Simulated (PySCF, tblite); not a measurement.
**C₄H₅O₂P: geometry, infrared bands and NMR shifts**

Aim: predict the infrared bands and NMR shifts of C₄H₅O₂P (`COc1occp1`).

Computed with tblite 0.8.0 and PySCF 2.14.0, with density-fitted response routines of our own, on a single molecule in the gas phase. Atoms count from 0, in the outputs and in this text.

## 1. Starting geometry

12 atoms, charge 0, multiplicity 1; geometry from: force field or distance geometry start.

Bonds of the start (Å): C0–O1 1.41, O1–C2 1.40, C2–O3 1.25, O3–C4 1.27, C4–C5 1.37, C5–P6 1.82, P6–C2 1.90, C0–H7 1.10, C0–H8 1.11, C0–H9 1.13, C4–H10 1.11, C5–H11 1.08.

## 2. Geometry optimisation with GFN2-xTB

The job: settings as JSON, then the geometry in Å.

```
{"job": {"kind": "relax", "xc": "GFN2-xTB", "basis": "xTB"}, "charge": 0, "multiplicity": 1}
C     -2.435300    -0.025300     0.051600
O     -1.403700     0.886500     0.358100
C     -0.088200     0.404300     0.274300
O      0.956700     1.055500     0.497300
C      2.121700     0.558300     0.407100
C      2.243600    -0.741900     0.003500
P      0.531400    -1.317900    -0.238500
H     -2.254400    -1.024700     0.477700
H     -2.487900    -0.093900    -1.058500
H     -3.380500     0.430700     0.476000
H      3.035300     1.160900     0.616200
H      3.162400    -1.293300    -0.126100
```

Run with:

```console
> OMP_NUM_THREADS=1 python probes_run.py task.json out
```

The driver reads the jobs from task.json and runs them one after another.

**Question.** This job is followed by: GFN2-xTB harmonic vibrations, gas phase; GIAO PBE0/pcSseg-1 NMR shielding, non-relativistic, gas phase. Predict these results of the whole session: strongest single infrared mode (GFN2-xTB); zero-point energy (GFN2-xTB); 13C shifts against TMS (PBE0/pcSseg-1); 1H shifts against TMS (PBE0/pcSseg-1, means over atoms taken as alike); 17O shifts against H2O (PBE0/pcSseg-1); 31P shifts against H3PO4 (PBE0/pcSseg-1).

The runs gave:

```
                                                              quantity                          value
                             strongest single infrared mode (GFN2-xTB)          1335 cm⁻¹, 371 km/mol
                                          zero-point energy (GFN2-xTB)                  52.8 kcal/mol
                                13C shifts against TMS (PBE0/pcSseg-1)  213.6, 143.7, 127.8, 60.3 ppm
1H shifts against TMS (PBE0/pcSseg-1, means over atoms taken as alike)           7.52, 6.98, 4.09 ppm
                                17O shifts against H2O (PBE0/pcSseg-1)               326.1, 158.6 ppm
                              31P shifts against H3PO4 (PBE0/pcSseg-1)                        1.1 ppm
```

In words: Relaxing lowered the energy by 1.166 eV in 51 steps; the close pair that moved most is C2–P6, from 1.901 to 1.726 Å. No mode is imaginary among the 30: a minimum at this level. The strongest single mode, at 1335 cm⁻¹, moves mainly C2. GFN2-xTB is a fitted tight-binding method: band positions and strengths are rough. Its intensities can rank the bands wrongly. At PBE0/pcSseg-1: The widest tensor belongs to O3: span 372 ppm, with a paramagnetic part of -388 ppm. NICS(1)zz of -22 ppm above the planar ring from C2 marks a diatropic (aromatic) ring current.
